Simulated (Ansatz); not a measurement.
# SiO2: a line through a two-coordinate scan

Aim: follow the energy of SiO₂ (P4_2/mnm, No. 136; 6 atoms in the cell) along one coordinate, volume per atom, with the other held at c/a of the conventional cell = 0.635.

Program: Ansatz 0.2.0. Level of theory: DFT PBE, scalar-relativistic, plane waves, PAW. These are calculated values, not measurements.

42 further runs of the same task are left out: 42 set aside as unsound or not needed. Runs told in other sessions of the task aren't counted.

### 1 The starting structure

The structure is tetragonal, space group P4_2/mnm (No. 136). The conventional cell has a = 4.236 Å, b = 4.236 Å, c = 2.690 Å, α = 90.00°, β = 90.00°, γ = 90.00°. Around Si (site symmetry mmm) lie 6 O at 1.77 to 1.84 Å. O (site symmetry m2m) is surrounded by 3 Si at 1.77 to 1.84 Å.

Structure file:

```xyz
6
Lattice="4.2359 0.0000 0.0000 0.0000 4.2359 0.0000 0.0000 0.0000 2.6898" Properties=species:S:1:pos:R:3 pbc="T T T"
Si    2.1179    2.1179    1.3449
Si    0.0000    0.0000    0.0000
O     2.9355    2.9355    0.0000
O     0.8176    3.4183    1.3449
O     1.3004    1.3004    0.0000
O     3.4183    0.8176    1.3449
```

It goes back to an entry of the Materials Project, which need not be the stable form.

This cell was relaxed beforehand with the same method: volume 8.04 Å³/atom, gap on the mesh 5.05 eV.

### 2 Plan of the line

The energy is mapped over volume and the cell's shape.

The axes are (1) volume per atom: 9 values from 6.757 to 9.331 Å³; (2) c/a of the conventional cell: 9 values from 0.563 to 0.716.

Nothing else is relaxed (fractional coordinates fixed). Energies count from the relaxed crystal. Points are written as (first, second).

### 3 Grid point (6.757 Å³, 0.635)

Contents of input.yaml:

```yaml
crystal:
  lattice:
    - [3.9967865222, 0.0, 0.0]
    - [0.0, 3.9967865222, 0.0]
    - [0.0, 0.0, 2.5379511869]
  atoms:
    - { symbol: Si, position: [0.5, 0.5, 0.5] }
    - { symbol: Si, position: [0.0, 0.0, 0.0] }
    - { symbol: O, position: [0.6930127928, 0.6930127928, 0.0] }
    - { symbol: O, position: [0.1930127928, 0.8069872072, 0.5] }
    - { symbol: O, position: [0.3069872072, 0.3069872072, 0.0] }
    - { symbol: O, position: [0.8069872072, 0.1930127928, 0.5] }
basis:
  ecutwfc: 520.0
kpoints:
  mp_grid: { grid: [6, 6, 10] }
hamiltonian:
  xc: pbe
  pseudopotentials: { kind: paw, azcp: { folder: soft_1 } }
scf:
  occupations: { method: gaussian, width: 0.05 }
output:
  forces: true
  stress: true
  eigenvalues: true
```

Run with:

```
ansatz run input.yaml --threads 2 --pin off --max-ram 4096MiB --backend cpu --events-out ev --progress --plain --runs-dir out
```

The program printed, cut to the lines that bear on the results:

```text
Warning: RAYON_NUM_THREADS=2 ignored (pool sized by the plan → 2); use --threads N
[...]
Pseudopotentials: kind: paw
Pseudopotential: Si, paw, valence charge 4, recommended cutoff 420 eV (normal), <dir>
Pseudopotential: O, paw, valence charge 6, recommended cutoff 420 eV (normal), <dir>
Functional definition: PBE
[...]
Crystal: 6 atoms, lattice volume = 40.542 Å³
Basis set: ecut = 520 eV, 1097 PW (Γ), exchange–correlation on 60×60×40 points (8 copies of the dense FFT grid, shifted against one another)
Bands: 22, of which v1, the nominal top of the filled ones, is band 16 counted from 1 (15 counted from 0)
Symmetry: 16 space group operations
Space group: P42/mnm (ITA 136), of the structure as read, at distance tolerance 3.4e-5 Å
k-points: 60 of 360
[...]
SCF iter   1: F=—  HF=-3548.350424 eV  |F-HF|=—  |Δ(HF+E_count)|=         —  Δρ=1.81e-1  dr2=9.77e0  ethr=3.10e-3  ⟨swp⟩=6.1  Hψ=7278  notcnv=0
[...]
SCF iter   7: F=-3545.499929 eV  HF=-3545.499929 eV  |F-HF|=1.72e-9  |Δ(HF+E_count)|=   7.29e-8  Δρ=3.49e-6  dr2=1.89e-9  ethr=3.13e-10  ⟨swp⟩=10.3  Hψ=6835  notcnv=0
[...]
SCF converged after 7 iterations
Free energy (F): -3545.499929 eV
[...]
E sigma→0 (E₀):  -3545.499929 eV
Fermi energy:    16.534083 eV
[...]
--- Forces (eV/Å), atoms counted from 1 ---
  atom   1  Si    -0.00000000    -0.00000000     0.00000000
  atom   2  Si    -0.00000000     0.00000000     0.00000000
  atom   3  O      1.05968624     1.05968624     0.00000000
  atom   4  O      1.05968624    -1.05968624     0.00000000
  atom   5  O     -1.05968624    -1.05968624     0.00000000
  atom   6  O     -1.05968624     1.05968624     0.00000000
[...]
--- Stress (GPa, compression-positive) ---
       69.232886       0.000000       0.000000
        0.000000      69.232886       0.000000
        0.000000       0.000000      86.514741
  P = ⅓ Tr σ = 74.9935 GPa (749.935 kbar)
--- Band table (eV; the first three rows and the last of 60) ---
  k-point 0: bands = ["-11.2195", "-6.8378", "-6.8378", "-6.6261", "1.2408", "5.4151", "5.6612", "5.6612", "6.9475", "7.0470", "9.3732", "9.3732", "10.2323", "11.9428", "11.9428", "12.8893", "20.1788", "21.2393", "22.7630", "22.7630", "24.6356"]
[...]
```

Wall time 3.9 s (2 threads of Arm Neoverse N1, shared host); peak memory 0.32 GiB.

Energy on the map's scale: 259 meV/atom.

### 4 The run at (7.078 Å³, 0.635)

input.yaml, as its differences from that of step 3:

```diff
@@ -2,5 +2,5 @@
   lattice:
-    - [3.9967865222, 0.0, 0.0]
-    - [0.0, 3.9967865222, 0.0]
-    - [0.0, 0.0, 2.5379511869]
+    - [4.0591007594, 0.0, 0.0]
+    - [0.0, 4.0591007594, 0.0]
+    - [0.0, 0.0, 2.5775205988]
   atoms:
```

Run with:

```
ansatz run input.yaml --threads 2 --pin off --max-ram 4096MiB --backend cpu --events-out ev --progress --plain --runs-dir out
```

The program printed, cut to the lines that bear on the results:

```text
[...]
SCF converged after 7 iterations
Free energy (F): -3546.246061 eV
[...]
E sigma→0 (E₀):  -3546.246061 eV
Fermi energy:    15.636840 eV
[...]
--- Forces (eV/Å), atoms counted from 1 ---
  atom   1  Si    -0.00000000    -0.00000000     0.00000000
  atom   2  Si    -0.00000000     0.00000000     0.00000000
  atom   3  O      0.73660586     0.73660586     0.00000000
  atom   4  O      0.73660586    -0.73660586     0.00000000
  atom   5  O     -0.73660586    -0.73660586     0.00000000
  atom   6  O     -0.73660586     0.73660586     0.00000000
[...]
--- Stress (GPa, compression-positive) ---
       46.113397       0.000000       0.000000
        0.000000      46.113397       0.000000
        0.000000       0.000000      57.856972
  P = ⅓ Tr σ = 50.0279 GPa (500.279 kbar)
--- Band table (eV; the first three rows and the last of 60) ---
  k-point 0: bands = ["-11.5042", "-7.3840", "-7.3840", "-7.1822", "0.7078", "5.0323", "5.1177", "5.1177", "6.3294", "6.4787", "8.6923", "8.6923", "9.4490", "11.1433", "11.1433", "12.0649", "19.2088", "19.4842", "21.5158", "21.5158", "23.6305"]
[...]
```

Wall time 4.1 s (2 threads of Arm Neoverse N1, shared host); peak memory 0.33 GiB.

That is 135 meV/atom from the zero.

### 5 The run at (7.400 Å³, 0.635)

input.yaml, as its differences from that of step 4:

```diff
@@ -2,5 +2,5 @@
   lattice:
-    - [4.0591007594, 0.0, 0.0]
-    - [0.0, 4.0591007594, 0.0]
-    - [0.0, 0.0, 2.5775205988]
+    - [4.1197438977, 0.0, 0.0]
+    - [0.0, 4.1197438977, 0.0]
+    - [0.0, 0.0, 2.6160288664]
   atoms:
```

Run with:

```
ansatz run input.yaml --threads 2 --pin off --max-ram 4096MiB --backend cpu --events-out ev --progress --plain --runs-dir out
```

The program printed, cut to the lines that bear on the results:

```text
[...]
SCF converged after 7 iterations
Free energy (F): -3546.722813 eV
[...]
E sigma→0 (E₀):  -3546.722813 eV
Fermi energy:    14.586337 eV
[...]
--- Forces (eV/Å), atoms counted from 1 ---
  atom   1  Si     0.00000000     0.00000000     0.00000000
  atom   2  Si    -0.00000000     0.00000000     0.00000000
  atom   3  O      0.45581247     0.45581247     0.00000000
  atom   4  O      0.45581247    -0.45581247     0.00000000
  atom   5  O     -0.45581247    -0.45581247     0.00000000
  atom   6  O     -0.45581247     0.45581247     0.00000000
[...]
--- Stress (GPa, compression-positive) ---
       27.383159       0.000000       0.000000
        0.000000      27.383159       0.000000
        0.000000       0.000000      34.500069
  P = ⅓ Tr σ = 29.7555 GPa (297.555 kbar)
--- Band table (eV; the first three rows and the last of 60) ---
  k-point 0: bands = ["-11.7664", "-7.8878", "-7.8878", "-7.6960", "0.2199", "4.6188", "4.6188", "4.6762", "5.7623", "5.9534", "8.0650", "8.0650", "8.7304", "10.4080", "10.4080", "11.3054", "17.8672", "18.2923", "20.3575", "20.3575", "22.7069"]
[...]
```

It took 4.3 s on 2 threads of Arm Neoverse N1, shared host; peak memory 0.33 GiB.

That is 56 meV/atom from the zero.

### 6 Grid point (7.722 Å³, 0.635)

input.yaml, as its differences from that of step 5:

```diff
@@ -2,5 +2,5 @@
   lattice:
-    - [4.1197438977, 0.0, 0.0]
-    - [0.0, 4.1197438977, 0.0]
-    - [0.0, 0.0, 2.6160288664]
+    - [4.1786523903, 0.0, 0.0]
+    - [0.0, 4.1786523903, 0.0]
+    - [0.0, 0.0, 2.6534356375]
   atoms:
```

Run with:

```
ansatz run input.yaml --threads 2 --pin off --max-ram 4096MiB --backend cpu --events-out ev --progress --plain --runs-dir out
```

The program printed, cut to the lines that bear on the results:

```text
Warning: RAYON_NUM_THREADS=2 ignored (pool sized by the plan → 2); use --threads N
[...]
[... 4 set-up lines as earlier in the session ...]
[...]
Crystal: 6 atoms, lattice volume = 46.332 Å³
Basis set: ecut = 520 eV, 1241 PW (Γ), exchange–correlation on 64×64×40 points (8 copies of the dense FFT grid, shifted against one another)
Bands: 22, of which v1, the nominal top of the filled ones, is band 16 counted from 1 (15 counted from 0)
[... 1 set-up line as earlier in the session ...]
Space group: P42/mnm (ITA 136), of the structure as read, at distance tolerance 3.6e-5 Å
k-points: 60 of 360
[...]
SCF iter   1: F=—  HF=-3549.240603 eV  |F-HF|=—  |Δ(HF+E_count)|=         —  Δρ=1.51e-1  dr2=8.41e0  ethr=3.10e-3  ⟨swp⟩=6.1  Hψ=7201  notcnv=0
[...]
SCF converged after 7 iterations
Free energy (F): -3546.979086 eV
[...]
E sigma→0 (E₀):  -3546.979086 eV
Fermi energy:    13.492773 eV
[...]
--- Forces (eV/Å), atoms counted from 1 ---
  atom   1  Si    -0.00000000    -0.00000000     0.00000000
  atom   2  Si    -0.00000000     0.00000000     0.00000000
  atom   3  O      0.21197526     0.21197526     0.00000000
  atom   4  O      0.21197526    -0.21197526     0.00000000
  atom   5  O     -0.21197526    -0.21197526     0.00000000
  atom   6  O     -0.21197526     0.21197526     0.00000000
[...]
--- Stress (GPa, compression-positive) ---
       12.236349       0.000000       0.000000
        0.000000      12.236349       0.000000
        0.000000       0.000000      15.487037
  P = ⅓ Tr σ = 13.3199 GPa (133.199 kbar)
--- Band table (eV; the first three rows and the last of 60) ---
  k-point 0: bands = ["-12.0084", "-8.3530", "-8.3530", "-8.1711", "-0.2272", "4.1606", "4.1606", "4.3448", "5.2414", "5.4673", "7.4867", "7.4867", "8.0707", "9.7314", "9.7314", "10.6054", "16.3802", "17.4252", "19.2818", "19.2818", "21.8549"]
[...]
```

Run time: 4.5 s. Hardware: 2 threads of Arm Neoverse N1, shared host; peak memory 0.33 GiB.

That is 13 meV/atom from the zero.

### 7 The run at (8.365 Å³, 0.635)

input.yaml, as its differences from that of step 6:

```diff
@@ -2,5 +2,5 @@
   lattice:
-    - [4.1786523903, 0.0, 0.0]
-    - [0.0, 4.1786523903, 0.0]
-    - [0.0, 0.0, 2.6534356375]
+    - [4.2915577493, 0.0, 0.0]
+    - [0.0, 4.2915577493, 0.0]
+    - [0.0, 0.0, 2.7251303073]
   atoms:
```

Run with:

```
ansatz run input.yaml --threads 2 --pin off --max-ram 4096MiB --backend cpu --events-out ev --progress --plain --runs-dir out
```

The program printed, cut to the lines that bear on the results:

```text
Warning: RAYON_NUM_THREADS=2 ignored (pool sized by the plan → 2); use --threads N
[...]
[... 4 set-up lines as earlier in the session ...]
[...]
Crystal: 6 atoms, lattice volume = 50.190 Å³
Basis set: ecut = 520 eV, 1355 PW (Γ), exchange–correlation on 64×64×48 points (8 copies of the dense FFT grid, shifted against one another)
Bands: 22, of which v1, the nominal top of the filled ones, is band 16 counted from 1 (15 counted from 0)
[... 1 set-up line as earlier in the session ...]
Space group: P42/mnm (ITA 136), of the structure as read, at distance tolerance 3.7e-5 Å
k-points: 60 of 360
[...]
SCF iter   1: F=—  HF=-3549.013575 eV  |F-HF|=—  |Δ(HF+E_count)|=         —  Δρ=1.36e-1  dr2=7.83e0  ethr=3.10e-3  ⟨swp⟩=6.0  Hψ=7110  notcnv=0  defer=1
[...]
SCF converged after 7 iterations
Free energy (F): -3546.989278 eV
[...]
E sigma→0 (E₀):  -3546.989278 eV
Fermi energy:    11.553443 eV
[...]
--- Forces (eV/Å), atoms counted from 1 ---
  atom   1  Si     0.00000000    -0.00000000    -0.00000000
  atom   2  Si     0.00000000    -0.00000000    -0.00000000
  atom   3  O     -0.18454413    -0.18454413    -0.00000000
  atom   4  O     -0.18454413     0.18454413    -0.00000000
  atom   5  O      0.18454413     0.18454413     0.00000000
  atom   6  O      0.18454413    -0.18454413     0.00000000
[...]
--- Stress (GPa, compression-positive) ---
       -9.891407       0.000000       0.000000
        0.000000      -9.891407       0.000000
        0.000000       0.000000     -12.606474
  P = ⅓ Tr σ = -10.7964 GPa (-107.964 kbar)
--- Band table (eV; the first three rows and the last of 60) ---
  k-point 0: bands = ["-12.4414", "-9.1846", "-9.1846", "-9.0212", "-1.0169", "3.3484", "3.3484", "3.7462", "4.3188", "4.5967", "6.4569", "6.4569", "6.9025", "8.5293", "8.5293", "9.3587", "13.7482", "15.8190", "17.3484", "17.3484", "20.3327"]
[...]
```

Wall time 4.8 s (2 threads of Arm Neoverse N1, shared host); peak memory 0.34 GiB.

On the map this point reads 11 meV/atom.

### 8 Grid point (8.687 Å³, 0.635)

input.yaml, as its differences from that of step 7:

```diff
@@ -2,5 +2,5 @@
   lattice:
-    - [4.2915577493, 0.0, 0.0]
-    - [0.0, 4.2915577493, 0.0]
-    - [0.0, 0.0, 2.7251303073]
+    - [4.34593193, 0.0, 0.0]
+    - [0.0, 4.34593193, 0.0]
+    - [0.0, 0.0, 2.7596577997]
   atoms:
```

Run with:

```
ansatz run input.yaml --threads 2 --pin off --max-ram 4096MiB --backend cpu --events-out ev --progress --plain --runs-dir out
```

The program printed, cut to the lines that bear on the results:

```text
[...]
SCF converged after 7 iterations
Free energy (F): -3546.804417 eV
[...]
E sigma→0 (E₀):  -3546.804417 eV
Fermi energy:    10.688038 eV
[...]
--- Forces (eV/Å), atoms counted from 1 ---
  atom   1  Si     0.00000000    -0.00000000     0.00000000
  atom   2  Si     0.00000000     0.00000000     0.00000000
  atom   3  O     -0.34590716    -0.34590716     0.00000000
  atom   4  O     -0.34590716     0.34590716     0.00000000
  atom   5  O      0.34590716     0.34590716     0.00000000
  atom   6  O      0.34590716    -0.34590716     0.00000000
[...]
--- Stress (GPa, compression-positive) ---
      -17.882990       0.000000       0.000000
        0.000000     -17.882990       0.000000
        0.000000       0.000000     -22.897733
  P = ⅓ Tr σ = -19.5546 GPa (-195.546 kbar)
--- Band table (eV; the first three rows and the last of 60) ---
  k-point 0: bands = ["-12.6372", "-9.5594", "-9.5594", "-9.4048", "-1.3688", "2.9856", "2.9856", "3.4737", "3.9069", "4.2034", "5.9948", "5.9948", "6.3812", "7.9910", "7.9910", "8.7992", "12.5769", "15.0686", "16.4740", "16.4740", "19.5791"]
[...]
```

It took 6.2 s on 2 threads of Arm Neoverse N1, shared host; peak memory 0.35 GiB.

On the map this point reads 42 meV/atom.

### 9 Point (9.009 Å³, 0.635)

input.yaml, as its differences from that of step 8:

```diff
@@ -2,5 +2,5 @@
   lattice:
-    - [4.34593193, 0.0, 0.0]
-    - [0.0, 4.34593193, 0.0]
-    - [0.0, 0.0, 2.7596577997]
+    - [4.3989785218, 0.0, 0.0]
+    - [0.0, 4.3989785218, 0.0]
+    - [0.0, 0.0, 2.793342276]
   atoms:
```

Run with:

```
ansatz run input.yaml --threads 2 --pin off --max-ram 4096MiB --backend cpu --events-out ev --progress --plain --runs-dir out
```

The program printed, cut to the lines that bear on the results:

```text
[...]
SCF converged after 7 iterations
Free energy (F): -3546.524476 eV
[...]
E sigma→0 (E₀):  -3546.524476 eV
Fermi energy:    9.883924 eV
[...]
--- Forces (eV/Å), atoms counted from 1 ---
  atom   1  Si     0.00000000    -0.00000000     0.00000000
  atom   2  Si     0.00000000    -0.00000000     0.00000000
  atom   3  O     -0.48669657    -0.48669657     0.00000000
  atom   4  O     -0.48669657     0.48669657     0.00000000
  atom   5  O      0.48669657     0.48669657     0.00000000
  atom   6  O      0.48669657    -0.48669657     0.00000000
[...]
--- Stress (GPa, compression-positive) ---
      -24.301145       0.000000       0.000000
        0.000000     -24.301145       0.000000
        0.000000       0.000000     -31.254154
  P = ⅓ Tr σ = -26.6188 GPa (-266.188 kbar)
--- Band table (eV; the first three rows and the last of 60) ---
  k-point 0: bands = ["-12.8213", "-9.9105", "-9.9105", "-9.7642", "-1.6959", "2.6480", "2.6480", "3.2169", "3.5237", "3.8344", "5.5634", "5.5634", "5.8963", "7.4893", "7.4893", "8.2770", "11.4908", "14.3499", "15.6545", "15.6545", "18.7109"]
[...]
```

Run time: 6.4 s. Hardware: 2 threads of Arm Neoverse N1, shared host; peak memory 0.35 GiB.

Energy on the map's scale: 89 meV/atom.

### 10 What came out

| volume per atom (Å³) | step | energy (meV/atom) | slope (meV/atom per Å³) | pressure (GPa) | band gap on the k-mesh (eV) | largest force on an atom (eV/Å) |
| --- | --- | --- | --- | --- | --- | --- |
| 6.757 | 3 | 259 | −468 | 75 | 7.29 | 1.50 |
| 7.078 | 4 | 135 | −312 | 50 | 7.14 | 1.04 |
| 7.400 | 5 | 56 | −186 | 30 | 6.56 | 0.65 |
| 7.722 | 6 | 13 | −83 | 13 | 5.78 | 0.30 |
| 8.044 | – | 0 | 0 | 0 | 5.05 | 0.00 |
| 8.365 | 7 | 11 | 67 | −11 | 4.39 | 0.26 |
| 8.687 | 8 | 42 | 122 | −20 | 3.78 | 0.49 |
| 9.009 | 9 | 89 | 166 | −27 | 3.21 | 0.69 |
| 9.331 | – | 148 | 202 | −32 | 2.69 | 0.86 |

Energies count from the relaxed crystal. Rows without a step come from runs not printed here or follow by symmetry. Slopes come from the forces (and the stress, where the cell changes), not from differences of energies.

Of the points computed the energy is lowest at 8.044 Å³, 0 meV/atom from the zero. A fit to energies and slopes at the lowest point and its two neighbours puts the minimum at 8.0435 Å³, with a curvature of about 230 meV/atom per (Å³)². V·d²E/dV² there is about 300 GPa, a bulk modulus under this line's constraint. The well is lopsided: two grid steps out, the energy rises by 56 meV/atom towards smaller values and 42 meV/atom towards larger ones. The highest point computed, at 6.757 Å³, lies 259 meV/atom above the lowest. This is one cut through a surface in two coordinates; it holds the lowest point sampled, which need not be a minimum.

The gaps are Kohn-Sham values of a semilocal functional, not quasiparticle or optical gaps. Such gaps usually fall short of the measured ones.
